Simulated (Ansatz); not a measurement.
# BSe (quartet): wB97M-V, B2PLYP over vertical spin and charge gaps, def2-QZVPP

How well do these functionals follow the top wave-function level for BSe (quartet) over vertical spin and charge gaps?

Method: def2-QZVPP, all electrons in the functionals, frozen cores in the correlation of double hybrids and RPA; program: Ansatz 0.2.0, Gaussian basis.

To be run: wB97M-V, B2PLYP, at charge 0, quartet; charge 0, doublet; charge 0, sextet; charge 1, triplet; charge 1, quintet.

10 further runs of the same task are left out: 10 set aside as unsound or not needed.

## 1. The system

The geometry is a PBE0/def2-TZVP stationary point (not a proven minimum). No spin-orbit coupling is included. The filled d shell of Se may be among the frozen orbitals whatever the setting's name suggests; the logs give the count.

2 atoms, charge 0, spin multiplicity 4.

Atoms are counted from 1 here; the program's logs count them from 0.

Bond lengths: B1–Se2 1.930 Å.

No dispersion term is added; wB97M-V holds VV10 nonlocal correlation.

The geometry shown and the zero of energy belong to the point charge 0, quartet. The yardstick, RCCSD(T), and other wave-function levels (R restricted, U unrestricted, valence and pair active spaces) come from earlier runs.

## 2. wB97M-V, charge 0, quartet

The input, in.yaml:

```yaml
crystal:
  periodic: [false, false, false]
  atoms:
    - {symbol: B, position_ang: [0.000000, 0.000000, 0.000000]}
    - {symbol: Se, position_ang: [0.000000, 0.000000, 1.930200]}
basis:
  gaussian: {orbitals: "def2-QZVPP.json"}
magnetization: {spin_polarized: true, initial_magnetization: 3}
hamiltonian: {xc: {name: wB97M-V}}
output: {orbitals: {seedname: orbitals}}
```

Started as:

```console
$ ansatz run in.yaml --threads 1 --pin off --events-out ev --progress --plain --max-ram 2393MiB
```

The log of the run (excerpt; [...] marks lines left out):

```text
Functional definition: wB97M-V
  name "wB97M-V"
  cite "Mardirossian & Head-Gordon, J. Chem. Phys. 144, 214110 (2016) doi:10.1063/1.4952647"
  cite "Becke, J. Chem. Phys. 107, 8554 (1997) doi:10.1063/1.475007"
  cite "Vydrov & Van Voorhis, J. Chem. Phys. 133, 244103 (2010) doi:10.1063/1.3521275"
  # Of w^i u^j: cxij and so on, Table III.
[...]
  gx(w, u) = 1 - cx + cx01*u + cx10*w
  gss(w, u) = css00 + css04*u^4 + css10*w + css20*w^2 + css43*w^4*u^3
  gos(w, u) = cos00 + cos10*w + (cos20 + cos21*u)*w^2 + (cos60 + cos61*u)*w^6
[...]
      + integral(e_c_pw_mod_opposite_spin*gos(b97_w_opposite, b97_u_opposite)) + vv10(b, c)
726 factors; their error is unknown
132 factors; integrals over basis functions are off by at most 4.6e-5 eV
[...]
mean field -66017.88401120 eV, -2426.1124888825 hartree, gradient 8.8e-6 eV, S^2 3.756914; 3 other end points of the search recorded, 0 dependent functions left out
reference -66017.88404588 eV, -2426.1124901570 hartree; 21, 18 occupied and 125, 128 virtual orbitals, 726 factors
Total energy: -66017.88404588 eV, -2426.1124901570 hartree
```

Run time: 42 s. Hardware: 1 thread of Arm Neoverse V2, shared host; peak memory 0.5 GiB.

From the report: ⟨S²⟩ of the determinant 3.757 (pure quartet: 3.75).

## 3. wB97M-V, charge 0, doublet

Changes to in.yaml since step 2:

```diff
@@ -7,3 +7,3 @@
   gaussian: {orbitals: "def2-QZVPP.json"}
-magnetization: {spin_polarized: true, initial_magnetization: 3}
+magnetization: {spin_polarized: true, initial_magnetization: 1}
 hamiltonian: {xc: {name: wB97M-V}}
```

The command is unchanged.

The log of the run (excerpt; [...] marks lines left out):

```text
Functional definition: wB97M-V
  name "wB97M-V"
  cite "Mardirossian & Head-Gordon, J. Chem. Phys. 144, 214110 (2016) doi:10.1063/1.4952647"
  cite "Becke, J. Chem. Phys. 107, 8554 (1997) doi:10.1063/1.475007"
  cite "Vydrov & Van Voorhis, J. Chem. Phys. 133, 244103 (2010) doi:10.1063/1.3521275"
  # Of w^i u^j: cxij and so on, Table III.
[...]
  gx(w, u) = 1 - cx + cx01*u + cx10*w
  gss(w, u) = css00 + css04*u^4 + css10*w + css20*w^2 + css43*w^4*u^3
  gos(w, u) = cos00 + cos10*w + (cos20 + cos21*u)*w^2 + (cos60 + cos61*u)*w^6
[...]
      + integral(e_c_pw_mod_opposite_spin*gos(b97_w_opposite, b97_u_opposite)) + vv10(b, c)
726 factors; their error is unknown
132 factors; integrals over basis functions are off by at most 4.6e-5 eV
[...]
mean field -66020.69806420 eV, -2426.2159034231 hartree, gradient 3.9e-5 eV, S^2 0.769794; 1 other end points of the search recorded, 0 dependent functions left out
reference -66020.69809970 eV, -2426.2159047275 hartree; 20, 19 occupied and 126, 127 virtual orbitals, 726 factors
Total energy: -66020.69809970 eV, -2426.2159047275 hartree
```

Run time: 13 s. Hardware: 1 thread of Arm Neoverse V2, shared host; peak memory 0.36 GiB.

From the report: ⟨S²⟩ of the determinant 0.770 (pure doublet: 0.75).

From charge 0, quartet: -64.9 kcal/mol.

## 4. wB97M-V, charge 0, sextet

Changes to in.yaml since step 3:

```diff
@@ -7,3 +7,3 @@
   gaussian: {orbitals: "def2-QZVPP.json"}
-magnetization: {spin_polarized: true, initial_magnetization: 1}
+magnetization: {spin_polarized: true, initial_magnetization: 5}
 hamiltonian: {xc: {name: wB97M-V}}
```

The command is unchanged.

The log of the run (excerpt; [...] marks lines left out):

```text
Functional definition: wB97M-V
  name "wB97M-V"
  cite "Mardirossian & Head-Gordon, J. Chem. Phys. 144, 214110 (2016) doi:10.1063/1.4952647"
  cite "Becke, J. Chem. Phys. 107, 8554 (1997) doi:10.1063/1.475007"
  cite "Vydrov & Van Voorhis, J. Chem. Phys. 133, 244103 (2010) doi:10.1063/1.3521275"
  # Of w^i u^j: cxij and so on, Table III.
[...]
  gx(w, u) = 1 - cx + cx01*u + cx10*w
  gss(w, u) = css00 + css04*u^4 + css10*w + css20*w^2 + css43*w^4*u^3
  gos(w, u) = cos00 + cos10*w + (cos20 + cos21*u)*w^2 + (cos60 + cos61*u)*w^6
[...]
      + integral(e_c_pw_mod_opposite_spin*gos(b97_w_opposite, b97_u_opposite)) + vv10(b, c)
726 factors; their error is unknown
132 factors; integrals over basis functions are off by at most 4.6e-5 eV
[...]
mean field -66014.14326676 eV, -2425.9750190600 hartree, gradient 4.5e-5 eV, S^2 8.752460; 0 other end points of the search recorded, 0 dependent functions left out
reference -66014.14330026 eV, -2425.9750202910 hartree; 22, 17 occupied and 124, 129 virtual orbitals, 726 factors
Total energy: -66014.14330026 eV, -2425.9750202910 hartree
```

Run time: 9.5 s. Hardware: 1 thread of Arm Neoverse V2, shared host; peak memory 0.36 GiB.

From the report: ⟨S²⟩ of the determinant 8.752 (pure sextet: 8.75).

From charge 0, quartet: +86.3 kcal/mol.

## 5. wB97M-V, charge 1, triplet

Changes to in.yaml since step 4:

```diff
@@ -7,3 +7,4 @@
   gaussian: {orbitals: "def2-QZVPP.json"}
-magnetization: {spin_polarized: true, initial_magnetization: 5}
+total_charge: 1
+magnetization: {spin_polarized: true, initial_magnetization: 2}
 hamiltonian: {xc: {name: wB97M-V}}
```

Launched as before.

The log of the run (excerpt; [...] marks lines left out):

```text
Functional definition: wB97M-V
  name "wB97M-V"
  cite "Mardirossian & Head-Gordon, J. Chem. Phys. 144, 214110 (2016) doi:10.1063/1.4952647"
  cite "Becke, J. Chem. Phys. 107, 8554 (1997) doi:10.1063/1.475007"
  cite "Vydrov & Van Voorhis, J. Chem. Phys. 133, 244103 (2010) doi:10.1063/1.3521275"
  # Of w^i u^j: cxij and so on, Table III.
[...]
  gx(w, u) = 1 - cx + cx01*u + cx10*w
  gss(w, u) = css00 + css04*u^4 + css10*w + css20*w^2 + css43*w^4*u^3
  gos(w, u) = cos00 + cos10*w + (cos20 + cos21*u)*w^2 + (cos60 + cos61*u)*w^6
[...]
      + integral(e_c_pw_mod_opposite_spin*gos(b97_w_opposite, b97_u_opposite)) + vv10(b, c)
726 factors; their error is unknown
132 factors; integrals over basis functions are off by at most 4.6e-5 eV
[...]
mean field -66010.71598801 eV, -2425.8490688891 hartree, gradient 7.3e-5 eV, S^2 2.006418; 0 other end points of the search recorded, 0 dependent functions left out
reference -66010.71602565 eV, -2425.8490702724 hartree; 20, 18 occupied and 126, 128 virtual orbitals, 726 factors
Total energy: -66010.71602565 eV, -2425.8490702724 hartree
```

It took 12 s on 1 thread of Arm Neoverse V2, shared host; peak memory 0.36 GiB.

From the report: ⟨S²⟩ of the determinant 2.006 (pure triplet: 2.00).

From charge 0, quartet: +165.3 kcal/mol.

## 6. wB97M-V, charge 1, quintet

Changes to in.yaml since step 5:

```diff
@@ -8,3 +8,3 @@
 total_charge: 1
-magnetization: {spin_polarized: true, initial_magnetization: 2}
+magnetization: {spin_polarized: true, initial_magnetization: 4}
 hamiltonian: {xc: {name: wB97M-V}}
```

The command is unchanged.

The log of the run (excerpt; [...] marks lines left out):

```text
Functional definition: wB97M-V
  name "wB97M-V"
  cite "Mardirossian & Head-Gordon, J. Chem. Phys. 144, 214110 (2016) doi:10.1063/1.4952647"
  cite "Becke, J. Chem. Phys. 107, 8554 (1997) doi:10.1063/1.475007"
  cite "Vydrov & Van Voorhis, J. Chem. Phys. 133, 244103 (2010) doi:10.1063/1.3521275"
  # Of w^i u^j: cxij and so on, Table III.
[...]
  gx(w, u) = 1 - cx + cx01*u + cx10*w
  gss(w, u) = css00 + css04*u^4 + css10*w + css20*w^2 + css43*w^4*u^3
  gos(w, u) = cos00 + cos10*w + (cos20 + cos21*u)*w^2 + (cos60 + cos61*u)*w^6
[...]
      + integral(e_c_pw_mod_opposite_spin*gos(b97_w_opposite, b97_u_opposite)) + vv10(b, c)
726 factors; their error is unknown
132 factors; integrals over basis functions are off by at most 4.6e-5 eV
[...]
mean field -66007.58658111 eV, -2425.7340653068 hartree, gradient 6.6e-5 eV, S^2 6.002737; 0 other end points of the search recorded, 0 dependent functions left out
reference -66007.58662090 eV, -2425.7340667691 hartree; 21, 17 occupied and 125, 129 virtual orbitals, 726 factors
Total energy: -66007.58662090 eV, -2425.7340667691 hartree
```

Run time: 11 s. Hardware: 1 thread of Arm Neoverse V2, shared host; peak memory 0.36 GiB.

From the report: ⟨S²⟩ of the determinant 6.003 (pure quintet: 6.00).

From charge 0, quartet: +237.5 kcal/mol.

## 7. B2PLYP, charge 0, quartet

The input, in.yaml:

```yaml
crystal:
  periodic: [false, false, false]
  atoms:
    - {symbol: B, position_ang: [0.000000, 0.000000, 0.000000]}
    - {symbol: Se, position_ang: [0.000000, 0.000000, 1.930200]}
basis:
  gaussian: {orbitals: "def2-QZVPP.json"}
magnetization: {spin_polarized: true, initial_magnetization: 3}
hamiltonian: {xc: {name: B2PLYP}}
correlation: {electrons: outside_noble_gas}
```

Launched as before.

The log of the run (excerpt; [...] marks lines left out):

```text
Functional definition: B2PLYP
  name "B2PLYP"
  cite "Grimme, J. Chem. Phys. 124, 034108 (2006) doi:10.1063/1.2148954"
  cite "Becke, Phys. Rev. A 38, 3098 (1988) doi:10.1103/PhysRevA.38.3098"
  cite "Lee, Yang & Parr, Phys. Rev. B 37, 785 (1988) doi:10.1103/PhysRevB.37.785"
[...]
949 factors; integrals over basis functions are off by at most 8.0e-4 eV
[...]
mean field -66008.44667328 eV, -2425.7656731110 hartree, gradient 7.1e-6 eV, S^2 3.758279; 2 other end points of the search recorded, 0 dependent functions left out
15 core orbitals not correlated: weight in the atoms' cores, before any rotation towards them, 1.000 or more for the frozen orbitals, at most 0.000 for the correlated occupied ones
reference -66008.44678816 eV, -2425.7656773327 hartree; 6, 3 occupied and 125, 128 virtual orbitals, 949 factors
second order -6.10630520 eV of doubles, -0.00000000 eV of singles
Total energy: -66010.09549057 eV, -2425.8262660285 hartree
```

It took 9 s on 1 thread of Arm Neoverse V2, shared host; peak memory 0.33 GiB.

From the report: ⟨S²⟩ of the determinant 3.758 (pure quartet: 3.75).

## 8. B2PLYP, charge 0, doublet

Changes to in.yaml since step 7:

```diff
@@ -7,3 +7,3 @@
   gaussian: {orbitals: "def2-QZVPP.json"}
-magnetization: {spin_polarized: true, initial_magnetization: 3}
+magnetization: {spin_polarized: true, initial_magnetization: 1}
 hamiltonian: {xc: {name: B2PLYP}}
```

Same command.

The log of the run (excerpt; [...] marks lines left out):

```text
Functional definition: B2PLYP
  name "B2PLYP"
  cite "Grimme, J. Chem. Phys. 124, 034108 (2006) doi:10.1063/1.2148954"
  cite "Becke, Phys. Rev. A 38, 3098 (1988) doi:10.1103/PhysRevA.38.3098"
  cite "Lee, Yang & Parr, Phys. Rev. B 37, 785 (1988) doi:10.1103/PhysRevB.37.785"
[...]
949 factors; integrals over basis functions are off by at most 8.0e-4 eV
[...]
mean field -66010.81283237 eV, -2425.8526278537 hartree, gradient 8.7e-6 eV, S^2 0.777684; 4 other end points of the search recorded, 0 dependent functions left out
15 core orbitals not correlated: weight in the atoms' cores, before any rotation towards them, 1.000 or more for the frozen orbitals, at most 0.000 for the correlated occupied ones
reference -66010.81294635 eV, -2425.8526320423 hartree; 5, 4 occupied and 126, 127 virtual orbitals, 949 factors
second order -8.24139276 eV of doubles, -0.00000000 eV of singles
Total energy: -66013.03812239 eV, -2425.9344057537 hartree
```

Wall time 11 s (1 thread of Arm Neoverse V2, shared host); peak memory 0.32 GiB.

From the report: ⟨S²⟩ of the determinant 0.778 (pure doublet: 0.75).

From charge 0, quartet: -67.9 kcal/mol.

## 9. B2PLYP, charge 0, sextet

Changes to in.yaml since step 8:

```diff
@@ -7,3 +7,3 @@
   gaussian: {orbitals: "def2-QZVPP.json"}
-magnetization: {spin_polarized: true, initial_magnetization: 1}
+magnetization: {spin_polarized: true, initial_magnetization: 5}
 hamiltonian: {xc: {name: B2PLYP}}
```

Launched as before.

The log of the run (excerpt; [...] marks lines left out):

```text
Functional definition: B2PLYP
  name "B2PLYP"
  cite "Grimme, J. Chem. Phys. 124, 034108 (2006) doi:10.1063/1.2148954"
  cite "Becke, Phys. Rev. A 38, 3098 (1988) doi:10.1103/PhysRevA.38.3098"
  cite "Lee, Yang & Parr, Phys. Rev. B 37, 785 (1988) doi:10.1103/PhysRevB.37.785"
[...]
949 factors; integrals over basis functions are off by at most 8.0e-4 eV
[...]
mean field -66004.86613044 eV, -2425.6340905884 hartree, gradient 6.2e-6 eV, S^2 8.755683; 0 other end points of the search recorded, 0 dependent functions left out
15 core orbitals not correlated: weight in the atoms' cores, before any rotation towards them, 1.000 or more for the frozen orbitals, at most 0.000 for the correlated occupied ones
reference -66004.86624199 eV, -2425.6340946879 hartree; 7, 2 occupied and 124, 129 virtual orbitals, 949 factors
second order -5.10281770 eV of doubles, -0.00000000 eV of singles
Total energy: -66006.24400277 eV, -2425.6847264626 hartree
```

Run time: 6 s. Hardware: 1 thread of Arm Neoverse V2, shared host; peak memory 0.31 GiB.

From the report: ⟨S²⟩ of the determinant 8.756 (pure sextet: 8.75).

From charge 0, quartet: +88.8 kcal/mol.

## 10. B2PLYP, charge 1, triplet

Changes to in.yaml since step 9:

```diff
@@ -7,3 +7,4 @@
   gaussian: {orbitals: "def2-QZVPP.json"}
-magnetization: {spin_polarized: true, initial_magnetization: 5}
+total_charge: 1
+magnetization: {spin_polarized: true, initial_magnetization: 2}
 hamiltonian: {xc: {name: B2PLYP}}
```

Launched as before.

The log of the run (excerpt; [...] marks lines left out):

```text
Functional definition: B2PLYP
  name "B2PLYP"
  cite "Grimme, J. Chem. Phys. 124, 034108 (2006) doi:10.1063/1.2148954"
  cite "Becke, Phys. Rev. A 38, 3098 (1988) doi:10.1103/PhysRevA.38.3098"
  cite "Lee, Yang & Parr, Phys. Rev. B 37, 785 (1988) doi:10.1103/PhysRevB.37.785"
[...]
949 factors; integrals over basis functions are off by at most 8.0e-4 eV
[...]
mean field -66001.20100411 eV, -2425.4993996802 hartree, gradient 2.5e-6 eV, S^2 2.009074; 0 other end points of the search recorded, 0 dependent functions left out
15 core orbitals not correlated: weight in the atoms' cores, before any rotation towards them, 1.000 or more for the frozen orbitals, at most 0.000 for the correlated occupied ones
reference -66001.20112170 eV, -2425.4994040014 hartree; 5, 3 occupied and 126, 128 virtual orbitals, 949 factors
second order -6.18300459 eV of doubles, -0.00000000 eV of singles
Total energy: -66002.87053294 eV, -2425.5607537329 hartree
```

It took 7 s on 1 thread of Arm Neoverse V2, shared host; peak memory 0.31 GiB.

From the report: ⟨S²⟩ of the determinant 2.009 (pure triplet: 2.00).

From charge 0, quartet: +166.6 kcal/mol.

## 11. B2PLYP, charge 1, quintet

Changes to in.yaml since step 10:

```diff
@@ -8,3 +8,3 @@
 total_charge: 1
-magnetization: {spin_polarized: true, initial_magnetization: 2}
+magnetization: {spin_polarized: true, initial_magnetization: 4}
 hamiltonian: {xc: {name: B2PLYP}}
```

Same command.

The log of the run (excerpt; [...] marks lines left out):

```text
Functional definition: B2PLYP
  name "B2PLYP"
  cite "Grimme, J. Chem. Phys. 124, 034108 (2006) doi:10.1063/1.2148954"
  cite "Becke, Phys. Rev. A 38, 3098 (1988) doi:10.1103/PhysRevA.38.3098"
  cite "Lee, Yang & Parr, Phys. Rev. B 37, 785 (1988) doi:10.1103/PhysRevB.37.785"
[...]
949 factors; integrals over basis functions are off by at most 8.0e-4 eV
[...]
mean field -65998.50450170 eV, -2425.4003050442 hartree, gradient 4.5e-6 eV, S^2 6.005850; 0 other end points of the search recorded, 0 dependent functions left out
15 core orbitals not correlated: weight in the atoms' cores, before any rotation towards them, 1.000 or more for the frozen orbitals, at most 0.000 for the correlated occupied ones
reference -65998.50462573 eV, -2425.4003096023 hartree; 6, 2 occupied and 125, 129 virtual orbitals, 949 factors
second order -4.60367330 eV of doubles, -0.00000000 eV of singles
Total energy: -65999.74761752 eV, -2425.4459887081 hartree
```

Run time: 6.5 s. Hardware: 1 thread of Arm Neoverse V2, shared host; peak memory 0.31 GiB.

From the report: ⟨S²⟩ of the determinant 6.006 (pure quintet: 6.00).

From charge 0, quartet: +238.6 kcal/mol.

## 12. Against the wave-function levels

No level is safe as a reference over these points; RCCSD(T) serves as a yardstick only. It comes from earlier runs at the same points. Energies in kcal/mol, counted from charge 0, quartet; blanks weren't run or aren't comparable.

| level | quartet to doublet | quartet to sextet | ionisation to the triplet cation | ionisation to the quintet cation |
| --- | --- | --- | --- | --- |
| RCCSD(T) | -67.5 | 83.9 | 168.4 | 238.8 |
| wB97M-V | -64.9 | 86.3 | 165.3 | 237.5 |
| B2PLYP | -67.9 | 88.8 | 166.6 | 238.6 |

Largest miss and mean time a point (RCCSD(T) took 47 s a point; shared hosts):

| level | largest miss (kcal/mol) | where | time a point |
| --- | --- | --- | --- |
| wB97M-V | -3.1 | ionisation to the triplet cation | 17 s |
| B2PLYP | +4.9 | quartet to sextet | 7.8 s |

## 13. Results

| quantity | value |
| --- | --- |
| quartet to doublet, RCCSD(T) | -67.5 kcal/mol |
| quartet to sextet, RCCSD(T) | 83.9 kcal/mol |
| ionisation to the triplet cation, RCCSD(T) | 168.4 kcal/mol |
| ionisation to the quintet cation, RCCSD(T) | 238.8 kcal/mol |
| largest miss, wB97M-V | -3.1 kcal/mol (ionisation to the triplet cation) |
| largest miss, B2PLYP | +4.9 kcal/mol (quartet to sextet) |

Of the functionals, wB97M-V keep the smallest largest miss at the points compared (at most 3.1 kcal/mol) and B2PLYP strays most (4.9 kcal/mol, at quartet to sextet). Functionals and the yardstick converge differently with the basis, so part of each miss in def2-QZVPP is the basis. The yardstick itself may be off where one determinant is a poor start.
